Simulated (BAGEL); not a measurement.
# RI-MP2/def2-SVP (density fitting with qzvpp-jkfit) run of BSiH4O2F (SMILES O[SiH2]B(O)F)

What is the energy change on altering one bond length of BSiH4O2F at RI-MP2/def2-SVP (density fitting with qzvpp-jkfit)? 

The calculation is run with BAGEL 1.2.2.

30 further runs of the same task are left out: 30 set aside as unsound or not needed.

### Step 1. The molecule

The species is BSiH4O2F (9 atoms), meant as a singlet with charge 0. As SMILES, `O[SiH2]B(O)F`. Geometry: relaxed at PBE0-D4/def2-TZVP. This is one conformer, not always the lowest.

Bond lengths: O1–Si2 1.653 Å, Si2–B3 2.035 Å, B3–O4 1.347 Å, B3–F5 1.342 Å, O1–H6 0.958 Å, Si2–H7 1.484 Å, Si2–H8 1.493 Å, O4–H9 0.965 Å. Some angles: O1–Si2–B3 110.9°, Si2–B3–O4 121.6°, Si2–B3–F5 119.7°, O4–B3–F5 118.7°, O1–Si2–H7 106.4°, O1–Si2–H8 111.4°, B3–Si2–H7 111.6°, B3–Si2–H8 108.7°, Si2–O1–H6 117.1°, B3–O4–H9 113.7°.

### Step 2. The energy at RI-MP2/def2-SVP (density fitting with qzvpp-jkfit)

Contents of mp2.json:

```json
{ "bagel": [

{
  "title": "molecule",
  "basis": "svp",
  "df_basis": "qzvpp-jkfit",
  "angstrom": true,
  "geometry": [
    { "atom": "O", "xyz": [       1.152500,       0.650100,       1.703000 ] },
    { "atom": "Si", "xyz": [       0.837600,      -0.439800,       0.500200 ] },
    { "atom": "B", "xyz": [      -0.701500,       0.194000,      -0.670900 ] },
    { "atom": "O", "xyz": [      -0.968000,      -0.381600,      -1.859000 ] },
    { "atom": "F", "xyz": [      -1.488500,       1.196900,      -0.250400 ] },
    { "atom": "H", "xyz": [       0.401000,       1.098100,       2.092900 ] },
    { "atom": "H", "xyz": [       2.093300,      -0.579800,      -0.278100 ] },
    { "atom": "H", "xyz": [       0.493300,      -1.781600,       1.056300 ] },
    { "atom": "H", "xyz": [      -1.731300,      -0.002600,      -2.311100 ] }
  ]
},

{ "title": "hf" },

{ "title": "mp2", "ncore": 9 }

]}
```

On the command line:

```
$ BAGEL_NUM_THREADS=1 BAGEL mp2.json > mp2.out
```

The log of the run:

```text
* using 1 threads per process

  ===============================================================
  ===============================================================

  *** Geometry ***

  { "atom" : "O", "xyz" : [      2.177909,      1.228511,      3.218204 ] },
  { "atom" : "Si", "xyz" : [      1.582835,     -0.831102,      0.945241 ] },
  { "atom" : "B", "xyz" : [     -1.325643,      0.366607,     -1.267817 ] },
  { "atom" : "O", "xyz" : [     -1.829255,     -0.721119,     -3.513001 ] },
  { "atom" : "F", "xyz" : [     -2.812857,      2.261813,     -0.473187 ] },
  { "atom" : "H", "xyz" : [      0.757780,      2.075108,      3.955008 ] },
  { "atom" : "H", "xyz" : [      3.955764,     -1.095663,     -0.525533 ] },
  { "atom" : "H", "xyz" : [      0.932202,     -3.366736,      1.996118 ] },
  { "atom" : "H", "xyz" : [     -3.271683,     -0.004913,     -4.367346 ] },

  Number of auxiliary basis functions:      506

  Since a DF basis is specified, we compute 2- and 3-index integrals:
    o Being stored without compression. Storage requirement is 0.036 GB

  Number of basis functions:       94
  Number of electrons      :       48

    * METHOD: MOLECULE                             0.19

  *** RHF ***

  === Nuclear Repulsion ===
   215.3565290372

      * DIIS with orbital gradients will be used.

  === RHF iteration (svp) ===
      0       -564.61070166          0.02254234           0.07
      1       -564.82901142          0.01470221           0.07
      2       -564.94793796          0.00136705           0.08
      3       -564.94972869          0.00035075           0.08
      4       -564.94982230          0.00011538           0.08
      5       -564.94983250          0.00002981           0.06
      6       -564.94983336          0.00000878           0.08
      7       -564.94983347          0.00000165           0.10
      8       -564.94983347          0.00000089           0.06
      9       -564.94983347          0.00000026           0.07
     10       -564.94983347          0.00000007           0.07
     11       -564.94983347          0.00000003           0.06
     12       -564.94983347          0.00000001           0.07
    * SCF iteration converged.

    * Permanent dipole moment:
           (    0.933948,    -0.152934,     0.396126) a.u.

    * METHOD: HF                                   1.10

  *** RHF ***

  === Nuclear Repulsion ===
   215.3565290372

      * DIIS with orbital gradients will be used.

  === RHF iteration (svp) ===
      0       -564.94983347          0.00000000           0.07
    * SCF iteration converged.

    * Permanent dipole moment:
           (    0.933948,    -0.152935,     0.396126) a.u.

  === DF-MP2 calculation ===

    * freezing 9 orbitals
    * 3-index integral transformation done
    * assembly done

      MP2 correlation energy:   -0.7319718550      0.05

      MP2 total energy:       -565.6818053239

    * METHOD: MP2                                  0.20

  ===============================================================
```

Run time: 1.9 s. Hardware: 1 thread of Intel Xeon 6975P-C (Granite Rapids), shared host; peak memory 0.13 GiB.

### Step 3. The distorted shape at the same level

Contents of input.json:

```json
{ "bagel": [

{
  "title": "molecule",
  "basis": "svp",
  "df_basis": "qzvpp-jkfit",
  "angstrom": true,
  "geometry": [
    { "atom": "O", "xyz": [    1.922059,    0.333196,    2.288557 ] },
    { "atom": "Si", "xyz": [    1.607159,   -0.756704,    1.085757 ] },
    { "atom": "B", "xyz": [   -0.701500,    0.194000,   -0.670900 ] },
    { "atom": "O", "xyz": [   -0.968000,   -0.381600,   -1.859000 ] },
    { "atom": "F", "xyz": [   -1.488500,    1.196900,   -0.250400 ] },
    { "atom": "H", "xyz": [    1.170559,    0.781196,    2.678457 ] },
    { "atom": "H", "xyz": [    2.862859,   -0.896704,    0.307457 ] },
    { "atom": "H", "xyz": [    1.262859,   -2.098504,    1.641857 ] },
    { "atom": "H", "xyz": [   -1.731300,   -0.002600,   -2.311100 ] }
  ]
},
{
  "title": "hf"
},
{
  "title": "mp2",
  "ncore": 9
}

]}
```

On the command line:

```
$ BAGEL_NUM_THREADS=1 BAGEL input.json > input.out
```

The log of the run:

```text
* using 1 threads per process

  ===============================================================
  ===============================================================

  *** Geometry ***

  { "atom" : "O", "xyz" : [      3.632165,      0.629649,      4.324746 ] },
  { "atom" : "Si", "xyz" : [      3.037090,     -1.429963,      2.051783 ] },
  { "atom" : "B", "xyz" : [     -1.325643,      0.366607,     -1.267817 ] },
  { "atom" : "O", "xyz" : [     -1.829255,     -0.721119,     -3.513001 ] },
  { "atom" : "F", "xyz" : [     -2.812857,      2.261813,     -0.473187 ] },
  { "atom" : "H", "xyz" : [      2.212036,      1.476246,      5.061550 ] },
  { "atom" : "H", "xyz" : [      5.410019,     -1.694525,      0.581010 ] },
  { "atom" : "H", "xyz" : [      2.386458,     -3.965598,      3.102660 ] },
  { "atom" : "H", "xyz" : [     -3.271683,     -0.004913,     -4.367346 ] },

  Number of auxiliary basis functions:      506

  Since a DF basis is specified, we compute 2- and 3-index integrals:
    o Being stored without compression. Storage requirement is 0.036 GB

  Number of basis functions:       94
  Number of electrons      :       48

    * METHOD: MOLECULE                             0.19

  *** RHF ***

  === Nuclear Repulsion ===
   190.6374350368

      * DIIS with orbital gradients will be used.

  === RHF iteration (svp) ===
      0       -564.47831771          0.02304055           0.07
      1       -564.71969112          0.01512702           0.06
      2       -564.85068176          0.00149453           0.06
      3       -564.85325694          0.00047339           0.06
      4       -564.85346916          0.00013449           0.07
      5       -564.85348837          0.00004572           0.07
      6       -564.85349036          0.00001678           0.07
      7       -564.85349080          0.00000273           0.07
      8       -564.85349081          0.00000081           0.08
      9       -564.85349081          0.00000037           0.08
     10       -564.85349081          0.00000010           0.10
     11       -564.85349081          0.00000003           0.09
     12       -564.85349081          0.00000001           0.10
    * SCF iteration converged.

    * Permanent dipole moment:
           (    0.732820,    -0.065015,     0.226279) a.u.

    * METHOD: HF                                   1.15

  *** RHF ***

  === Nuclear Repulsion ===
   190.6374350368

      * DIIS with orbital gradients will be used.

  === RHF iteration (svp) ===
      0       -564.85349081          0.00000000           0.06
    * SCF iteration converged.

    * Permanent dipole moment:
           (    0.732820,    -0.065015,     0.226279) a.u.

  === DF-MP2 calculation ===

    * freezing 9 orbitals
    * 3-index integral transformation done
    * assembly done

      MP2 correlation energy:   -0.7382525914      0.05

      MP2 total energy:       -565.5917434024

    * METHOD: MP2                                  0.23

  ===============================================================
```

Wall time 1.9 s (1 thread of Intel Xeon 6975P-C (Granite Rapids), shared host); peak memory 0.14 GiB.

### Step 4. What came out

At RI-MP2/def2-SVP (density fitting with qzvpp-jkfit), 9 core orbitals frozen:

| quantity | value |
| --- | --- |
| first shape: total energy | -565.68181 Eh |
| first shape: correlation energy (9 core orbitals frozen) | -732.0 mEh |
| distorted shape: total energy | -565.59174 Eh |
| distorted shape: correlation energy (9 core orbitals frozen) | -738.3 mEh |
| energy change with the Si2–B3 bond stretched from 2.035 to 3.053 Å | 2.451 eV |

**Reading.** With the Si2–B3 bond stretched from 2.035 to 3.053 Å the energy rises by 2.45 eV (236 kJ/mol). The first shape isn't relaxed at this level, so the change isn't measured from a minimum.
